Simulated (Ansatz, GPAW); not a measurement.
## A script for Zn2C (PBE in single-zeta orbitals)

These are simulated results from GPAW 26.7.0, not measurements. The cell was built from a prototype and was relaxed with r2SCAN in plane waves (Ansatz 0.2.0). Not every such cell is a known phase. All runs are without spin polarisation.

Space group Fm-3m (No. 225), cubic; conventional cell a = 5.156 Å, 11.42 Å³ an atom. C has 8 Zn at 2.23 Å; Zn has 4 C at 2.23 Å.

The basis is minimal: single zeta, one radial function for each shell that the log's basis lists. It describes the filled bands fairly and the empty ones poorly.

run.py reads:

```python
import json
from ase import Atoms
from gpaw import GPAW, PW, FermiDirac

atoms = Atoms(['C', 'Zn', 'Zn'],
              cell=[[0.0, 2.577949, 2.577949], [2.577949, -0.0, 2.577949], [2.577949, 2.577949, 0.0]],
              scaled_positions=[[0.0, -0.0, -0.0], [0.25, 0.25, 0.25], [0.75, 0.75, 0.75]],
              pbc=True)
calc = GPAW(mode='lcao', basis='sz(dzp)', h=0.2, xc='PBE', kpts={'size': (6, 6, 6), 'gamma': True},
            occupations=FermiDirac(0.02), maxiter=100, legacy_gpaw=True, txt='gpaw.txt')
atoms.calc = calc
res = {'energy': atoms.get_potential_energy(force_consistent=True)}
res['electrons'] = calc.get_number_of_electrons()
res['k'] = calc.get_ibz_k_points().tolist()
res['levels'] = [calc.get_eigenvalues(kpt=i).tolist() for i in range(len(res['k']))]
points = [[0.0, 0.0, 0.0], [0.5, 0.0, 0.5], [0.625, 0.25, 0.625], [0.375, 0.375, 0.75], [0.5, 0.5, 0.5], [0.5, 0.25, 0.75]]
bands = calc.fixed_density(kpts=points, symmetry='off', txt='bands.txt')
res['points'] = [bands.get_eigenvalues(kpt=i).tolist() for i in range(len(points))]
json.dump(res, open('results.json', 'w'))
print('free energy (eV):', round(res['energy'], 5))
```

Command: `python run.py`. It took 26 s on 1 thread of Arm Neoverse V2, on a shared host, peak memory 0.16 GiB.

The log gpaw.txt, trimmed of paths, versions and times, then the last line on the terminal. An iter line gives the energy in eV and the logarithms of the changes of orbitals (plane waves alone) and density (c: converged):

```
___ ___ ___ _ _ _
 |   |   |_  | | | |

 | | | | | . | | | |

 |__ |  _|___|_____|  26.7.0
 |___|_|

Input parameters:
  basis: sz(dzp)
  h: 0.2
  kpts: {gamma: True,
         size: (6, 6, 6)}
  maxiter: 100
  mode: lcao
  occupations: {fixmagmom: False,
                name: fermi-dirac,
                width: 0.02}
  xc: PBE

System changes: positions, numbers, cell, pbc, initial_charges, initial_magmoms

Initialize ...

species:
  C:
    name:    Carbon
    Z:       6.0
    valence: 4
    core:    2
    charge:  0.0  # [|e|]
    compensation charges:
      type: gauss
      rc: 0.20  # [Å]
      lmax: 2
    cutoffs:
      filter: 1.14  # [Å]
      core: 1.14  # [Å]
    projectors
    | kind |    occ | energy [eV] | rcut [Å] |

    |------|--------|-------------|----------|

    |   2s |  2.000 |     -13.751 |    0.635 |

    |   2p |  2.000 |      -5.284 |    0.635 |

    |    s |        |      13.461 |    0.635 |

    |    p |        |      21.927 |    0.635 |

    |    d |        |       0.000 |    0.635 |

    LCAO basis set for C:
      Name: sz(dzp)
      Number of radial functions: 2
      Number of spherical harmonics: 4
        l=0, rc=5.5469 Bohr: 2s-sz confined orbital
        l=1, rc=6.6719 Bohr: 2p-sz confined orbital
      Number of RI-basis functions 0

  Zn:
    name:    Zinc
    Z:       30.0
    valence: 12
    core:    18
    charge:  0.0  # [|e|]
    compensation charges:
      type: gauss
      rc: 0.37  # [Å]
      lmax: 2
    cutoffs:
      filter: 2.14  # [Å]
      core: 2.28  # [Å]
    projectors
    | kind |    occ | energy [eV] | rcut [Å] |

    |------|--------|-------------|----------|

    |   4s |  2.000 |      -5.977 |    1.286 |

    |   4p |  0.000 |      -1.117 |    1.270 |

    |   3d | 10.000 |     -10.142 |    1.180 |

    |    s |        |      21.234 |    1.286 |

    |    p |        |      26.095 |    1.270 |

    |    d |        |      17.070 |    1.180 |

    LCAO basis set for Zn:
      Name: sz(dzp)
      Number of radial functions: 3
      Number of spherical harmonics: 9
        l=0, rc=8.1562 Bohr: 4s-sz confined orbital
        l=1, rc=12.4062 Bohr: 4p-sz confined orbital
        l=2, rc=4.3594 Bohr: 3d-sz confined orbital
      Number of RI-basis functions 0

Reference energy: -98750.281421  # eV

Spin-paired calculation

Convergence criteria:
 Maximum [total energy] change in last 3 cyles: 0.0005 eV / valence electron
 Maximum integral of absolute [dens]ity change: 0.0001 electrons / valence electron
 Maximum integral of absolute [eigenst]ate change: 4e-08 eV^2 / valence electron
 Maximum number of scf [iter]ations: 100
 (Square brackets indicate name in SCF output, whereas a 'c' in
 the SCF output indicates the quantity has converged.)

Symmetries present (total): 48

  ( 1  0  0)  ( 1  0  0)  ( 1  0  0)  ( 1  0  0)  ( 1  0 -1)  ( 1  0 -1)
  ( 1  0 -1)  ( 1 -1  0)  ( 0  1  0)  ( 0  0  1)  ( 1  0  0)  ( 1 -1  0)
  ( 1 -1  0)  ( 1  0 -1)  ( 0  0  1)  ( 0  1  0)  ( 1 -1  0)  ( 1  0  0)

  ( 1  0 -1)  ( 1  0 -1)  ( 1 -1  0)  ( 1 -1  0)  ( 1 -1  0)  ( 1 -1  0)
  ( 0  1 -1)  ( 0  0 -1)  ( 1  0  0)  ( 1  0 -1)  ( 0 -1  1)  ( 0 -1  0)
  ( 0  0 -1)  ( 0  1 -1)  ( 1  0 -1)  ( 1  0  0)  ( 0 -1  0)  ( 0 -1  1)

  ( 0  1  0)  ( 0  1  0)  ( 0  1  0)  ( 0  1  0)  ( 0  1 -1)  ( 0  1 -1)
  ( 1  0  0)  ( 0  1 -1)  ( 0  0  1)  (-1  1  0)  ( 1  0 -1)  ( 0  1  0)
  ( 0  0  1)  (-1  1  0)  ( 1  0  0)  ( 0  1 -1)  ( 0  0 -1)  (-1  1  0)

  ( 0  1 -1)  ( 0  1 -1)  ( 0  0  1)  ( 0  0  1)  ( 0  0  1)  ( 0  0  1)
  ( 0  0 -1)  (-1  1  0)  ( 1  0  0)  ( 0  1  0)  ( 0 -1  1)  (-1  0  1)
  ( 1  0 -1)  ( 0  1  0)  ( 0  1  0)  ( 1  0  0)  (-1  0  1)  ( 0 -1  1)

  ( 0  0 -1)  ( 0  0 -1)  ( 0  0 -1)  ( 0  0 -1)  ( 0 -1  1)  ( 0 -1  1)
  ( 1  0 -1)  ( 0  1 -1)  ( 0 -1  0)  (-1  0  0)  ( 1 -1  0)  ( 0  0  1)
  ( 0  1 -1)  ( 1  0 -1)  (-1  0  0)  ( 0 -1  0)  ( 0 -1  0)  (-1  0  1)

  ( 0 -1  1)  ( 0 -1  1)  ( 0 -1  0)  ( 0 -1  0)  ( 0 -1  0)  ( 0 -1  0)
  ( 0 -1  0)  (-1  0  1)  ( 1 -1  0)  ( 0  0 -1)  ( 0 -1  1)  (-1  0  0)
  ( 1 -1  0)  ( 0  0  1)  ( 0 -1  1)  (-1  0  0)  ( 1 -1  0)  ( 0  0 -1)

  (-1  1  0)  (-1  1  0)  (-1  1  0)  (-1  1  0)  (-1  0  1)  (-1  0  1)
  ( 0  1  0)  ( 0  1 -1)  (-1  0  1)  (-1  0  0)  ( 0  0  1)  ( 0 -1  1)
  ( 0  1 -1)  ( 0  1  0)  (-1  0  0)  (-1  0  1)  ( 0 -1  1)  ( 0  0  1)

  (-1  0  1)  (-1  0  1)  (-1  0  0)  (-1  0  0)  (-1  0  0)  (-1  0  0)
  (-1  1  0)  (-1  0  0)  ( 0  0 -1)  ( 0 -1  0)  (-1  1  0)  (-1  0  1)
  (-1  0  0)  (-1  1  0)  ( 0 -1  0)  ( 0  0 -1)  (-1  0  1)  (-1  1  0)

216 k-points: 6 x 6 x 6 Monkhorst-Pack grid + [1/12,1/12,1/12]
16 k-points in the irreducible part of the Brillouin zone
       k-points in crystal coordinates                weights
   0:     0.00000000    0.00000000    0.00000000          1/216
   1:     0.16666667    0.16666667    0.00000000          6/216
   2:     0.16666667    0.16666667    0.16666667          8/216
   3:     0.33333333    0.16666667    0.16666667         12/216
   4:     0.33333333    0.33333333   -0.33333333         12/216
   5:     0.33333333    0.33333333    0.00000000          6/216
   6:     0.33333333    0.33333333    0.16666667         24/216
   7:     0.33333333    0.33333333    0.33333333          8/216
   8:     0.50000000    0.33333333   -0.33333333         24/216
   9:     0.50000000    0.33333333   -0.16666667         12/216
          ...
  15:     0.50000000    0.50000000    0.50000000          4/216

Wave functions: LCAO
  Diagonalizer: Serial LAPACK
  Atomic Correction: dense with blas
  Data-type: complex

Occupation numbers: Fermi-Dirac:
  width: 0.0200  # eV

Eigensolver
   LCAO using direct dense diagonalizer

Densities:
  Coarse grid: 16*16*16 grid
  Fine grid: 32*32*32 grid
  Total Charge: 0.000000

Density mixing:
  Method: separate
  Backend: msr1
  Linear mixing parameter: 0.05
  old densities: 10
  Width of damping distribution: 1.1
  Damping of long wavelength oscillations: 20

Hamiltonian:
  XC and Coulomb potentials evaluated on a 32*32*32 grid
  Using the PBE Exchange-Correlation functional
  Interpolation: tri-quintic (5. degree polynomial)
  Poisson solver: FastPoissonSolver using
    Stencil: 12*3+1=37 point O(h^6) finite-difference Laplacian
    FFT axes: [np.int64(0), np.int64(1), np.int64(2)]
    FST axes: []

XC parameters: PBE with 2 nearest neighbor stencil

Memory estimate:
  Process memory now: 110.65 MiB
  Calculator: 21.17 MiB
    Density: 11.45 MiB
      Arrays: 0.81 MiB
      Localized functions: 10.02 MiB
      Mixer: 0.62 MiB
    Hamiltonian: 1.18 MiB
      Arrays: 0.53 MiB
      XC: 0.00 MiB
      Poisson: 0.00 MiB
      vbar: 0.64 MiB
    Wavefunctions: 8.54 MiB
      C [qnM]: 0.11 MiB
      S, T [2 x qmm]: 0.24 MiB
      P [aqMi]: 0.02 MiB
      BasisFunctions: 8.17 MiB
      Eigensolver: 0.00 MiB

Total number of cores used: 1

Number of atoms: 3
Number of atomic orbitals: 22
Number of bands in calculation: 21
Number of valence electrons: 28
Bands to converge: occupied
Positions:
   0 C      0.000000    0.000000    0.000000    ( 0.0000,  0.0000,  0.0000)
   1 Zn     1.288974    1.288974    1.288974    ( 0.0000,  0.0000,  0.0000)
   2 Zn     3.866923    3.866923    3.866923    ( 0.0000,  0.0000,  0.0000)

Unit cell:
           periodic     x           y           z      points  spacing
  1. axis:    yes    0.000000    2.577949    2.577949    16     0.1860
  2. axis:    yes    2.577949   -0.000000    2.577949    16     0.1860
  3. axis:    yes    2.577949    2.577949    0.000000    16     0.1860

  Lengths:   3.645770   3.645770   3.645770
  Angles:   60.000000  60.000000  60.000000

Effective grid spacing dv^(1/3) = 0.2030

iter:   1    -8.525230        c
iter:   2    -8.269872        c -1.16
iter:   3    -7.607935        c -1.21
iter:   4    -7.621604        c -1.74
iter:   5    -7.626687        c -2.11
iter:   6    -7.626355c       c -2.96
iter:   7    -7.626318c       c -3.58
iter:   8    -7.626318c       c -4.67c

Converged after 8 iterations.

Energy contributions relative to reference atoms: (reference = -98750.281421)

Kinetic:        +14.541778
Potential:       -6.649579
External:        +0.000000
XC:             -15.811796
Entropy (-ST):   -0.000401
Local:           +0.293479
SIC:             +0.000000
--------------------------
Free energy:     -7.626518
Extrapolated:    -7.626318

Showing only first 2 kpts
 Kpt  Band  Eigenvalues  Occupancy
  0    12      8.54645    1.43762
  0    13      8.54645    1.43762
  0    14      8.55111    1.33892
  0    15     12.57549    0.00000

  1    12      7.22546    2.00000
  1    13      7.22678    2.00000
  1    14     10.51445    0.00000
  1    15     11.48549    0.00000

Fermi level: 8.56522

No gap
No difference between direct/indirect transitions

free energy (eV): -7.62652
```

The gap in the log is over the mesh alone; results.json adds the listed points. PBE in single-zeta orbitals gives no gap at the points read. On the same cell, plane-wave PBE (Ansatz, 8×8×8 k points and the special points) gives no gap at the points read and r2SCAN a gap of 0.08 eV; on shared hosts these took about 1.3 and 3.7 core-seconds on the 3-atom cell, against 26 for the script. Semilocal gaps usually lie below measured ones.
